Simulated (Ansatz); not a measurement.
**C2H3AlS2: small, medium and large basis sets**

An exercise on one series of results from a longer session: the logs are not shown, and one member is left open.

Computed with Ansatz 0.2.0, Gaussian basis. Level: one geometry, several basis sets.

The runs, in order: PBE0-D4/def2-SVP; ωB97M-V/def2-SVP; PBE0-D4/def2-QZVPP; ωB97M-V/def2-QZVPP; the functionals' def2-TZVPP values are taken from earlier runs.

## The geometry

An earlier PBE0-D4 in a triple-zeta def2 set relaxation fixed the geometry.

SMILES `C=[C]1[AlH][S]S1`, 8 atoms, charge 0, spin multiplicity 1.

Atoms are counted from 1 here; the program's logs count them from 0.

Bond lengths: C1–C2 1.332 Å, C1–H6 1.085 Å, C1–H7 1.087 Å, C2–Al3 1.937 Å, C2–S5 1.775 Å, Al3–S4 2.182 Å, Al3–H8 1.576 Å, S4–S5 2.114 Å. Angles: C2–C1–H6 120.1°, C2–C1–H7 123.5°, H6–C1–H7 116.4°, C1–C2–Al3 140.0°, C1–C2–S5 123.8°, Al3–C2–S5 96.2°, C2–Al3–S4 88.5°, C2–Al3–H8 139.2°, S4–Al3–H8 132.3°, Al3–S4–S5 80.1°, C2–S5–S4 95.2°.

Set-up of the first run:

Input file in.yaml:

```yaml
crystal:
  periodic: [false, false, false]
  atoms:
    - {symbol: C, position_ang: [-1.517007, 0.372902, 0.234480]}
    - {symbol: C, position_ang: [-0.201114, 0.276220, 0.049611]}
    - {symbol: Al, position_ang: [1.157761, -1.067971, -0.265541]}
    - {symbol: S, position_ang: [2.645973, 0.527354, -0.304240]}
    - {symbol: S, position_ang: [0.900339, 1.667562, 0.041946]}
    - {symbol: H, position_ang: [-2.133868, -0.519266, 0.227505]}
    - {symbol: H, position_ang: [-2.032059, 1.316432, 0.397293]}
    - {symbol: H, position_ang: [1.272076, -2.630132, -0.436854]}
basis:
  gaussian: {orbitals: def2-SVP}
hamiltonian: {xc: pbe0, dispersion: d4}
output: {orbitals: {seedname: orbitals}}
```

The run is started by

```sh
$ ansatz run in.yaml --threads 2 --pin off --events-out ev --progress --plain --max-ram 4352MiB
```

Among the steps run: PBE0-D4 in def2-SVP; ωB97M-V in def2-SVP; PBE0-D4 in def2-QZVPP; ωB97M-V in def2-QZVPP.

One table of the session follows, with a row left open; its other results are not shown here.

It belongs to the step «Functionals by basis». 

```
functional       basis  HOMO (eV)  LUMO (eV)
   PBE0-D4    def2-SVP      -6.00      -1.79
   PBE0-D4  def2-TZVPP      -6.05      -1.85
   PBE0-D4  def2-QZVPP          ?          ?
   ωB97M-V    def2-SVP      -8.01       0.03
   ωB97M-V  def2-TZVPP      -8.10      -0.09
   ωB97M-V  def2-QZVPP      -8.13      -0.18
```

Estimate the missing values for PBE0-D4, def2-QZVPP.

**Answer.** HOMO (eV): -6.08; LUMO (eV): -1.88. In the column «HOMO (eV)» it lies between ωB97M-V, def2-SVP (-8.01) and PBE0-D4, def2-TZVPP (-6.05).
